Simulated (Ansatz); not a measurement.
# GeH3N: the cost of one run

All numbers below are computed with Ansatz 0.2.0 (RKS PBE/def2-SVP).

### 1 The system as given

Bond lengths: N1–Ge2 1.866 Å, N1–H3 0.958 Å, N1–H4 1.037 Å, Ge2–H5 1.547 Å. Angles: N1–Ge2–H5 111.7°, Ge2–N1–H3 111.1°, Ge2–N1–H4 102.3°, H3–N1–H4 107.0°.

As a file:

```xyz
5

N    -0.2816   -0.6584    0.3665
Ge    0.8546    0.7716   -0.0165
H     0.2151   -1.4659    0.5063
H    -0.8008   -0.7729   -0.5236
H     0.0627    2.0519   -0.3740
```

### 2 Relaxing the start

File input.yaml:

```yaml
crystal:
  periodic: [false, false, false]
  atoms:
    - { symbol: "N", position_ang: [-0.2816, -0.6584, 0.3665] }
    - { symbol: Ge, position_ang: [0.8546, 0.7716, -0.0165] }
    - { symbol: H, position_ang: [0.2151, -1.4659, 0.5063] }
    - { symbol: H, position_ang: [-0.8008, -0.7729, -0.5236] }
    - { symbol: H, position_ang: [0.0627, 2.0519, -0.374] }
basis:
  gaussian: { orbitals: def2-SVP }
hamiltonian:
  xc: pbe
relax:
  f_tol: 0.02
  max_steps: 40
scf:
  lower_state_search: "off"
```

On the command line:

```bash
$ ansatz run input.yaml --threads 1 --pin off --max-ram 2048MiB --backend cpu --events-out ev --progress --plain --runs-dir out
```

Q: Estimate wall time and peak memory on 1 thread of Arm Neoverse V2, shared host.

About 6.1 s, with a peak of 0.096 GiB.
